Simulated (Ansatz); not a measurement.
# CH6BFO2Si: the cost of one run

Method: RKS PBE0/STO-3G, in Ansatz 0.2.0.

## (1) The starting structure

Bond lengths: C1–B2 1.548 Å, B2–O3 1.439 Å, O3–Si4 1.705 Å, Si4–O5 1.786 Å, Si4–F6 1.623 Å, C1–H7 1.119 Å, C1–H8 1.070 Å, C1–H9 1.147 Å, B2–H10 1.201 Å, Si4–H11 1.514 Å, O5–H12 0.961 Å. Angles (14 of 17 angles, heavy atoms first): C1–B2–O3 117.7°, B2–O3–Si4 109.0°, O3–Si4–O5 106.8°, O3–Si4–F6 113.6°, O5–Si4–F6 109.0°, C1–B2–H10 122.2°, O3–B2–H10 120.0°, B2–C1–H7 109.2°, B2–C1–H8 113.3°, B2–C1–H9 107.8°, O3–Si4–H11 111.1°, O5–Si4–H11 105.8°, F6–Si4–H11 110.2°, Si4–O5–H12 102.3°.

As a file:

```xyz
12

C    -1.0088    0.9421   -1.1274
B     0.1282    1.1730   -0.1031
O     1.2453    0.2666   -0.1267
Si    1.0074   -0.9399    1.0546
O    -0.3328   -1.9706    0.4780
F     2.3158   -1.8666    1.3086
H    -1.9819    0.8494   -0.5823
H    -0.8288    0.1139   -1.7807
H    -1.1288    1.9047   -1.7403
H     0.1262    2.1043    0.6548
H     0.5314   -0.3375    2.3600
H     0.0037   -2.2946   -0.3614
```

## (2) Preparing the start

input.yaml reads:

```yaml
crystal:
  periodic: [false, false, false]
  atoms:
    - { symbol: C, position_ang: [-1.0088, 0.9421, -1.1274] }
    - { symbol: B, position_ang: [0.1282, 1.173, -0.1031] }
    - { symbol: O, position_ang: [1.2453, 0.2666, -0.1267] }
    - { symbol: Si, position_ang: [1.0074, -0.9399, 1.0546] }
    - { symbol: O, position_ang: [-0.3328, -1.9706, 0.478] }
    - { symbol: F, position_ang: [2.3158, -1.8666, 1.3086] }
    - { symbol: H, position_ang: [-1.9819, 0.8494, -0.5823] }
    - { symbol: H, position_ang: [-0.8288, 0.1139, -1.7807] }
    - { symbol: H, position_ang: [-1.1288, 1.9047, -1.7403] }
    - { symbol: H, position_ang: [0.1262, 2.1043, 0.6548] }
    - { symbol: H, position_ang: [0.5314, -0.3375, 2.36] }
    - { symbol: H, position_ang: [0.0037, -2.2946, -0.3614] }
basis:
  gaussian: { orbitals: STO-3G }
hamiltonian:
  xc: pbe0
relax:
  f_tol: 0.02
  max_steps: 40
```

Run with:

```console
$ ansatz run input.yaml --threads 1 --pin off --max-ram 2048MiB --backend cpu --events-out ev --progress --plain --runs-dir out
```

**Question.** How long does this run take on 1 thread of an Arm CPU, shared host, and how much memory does it need?

About 85 s, with a peak of 0.17 GiB.
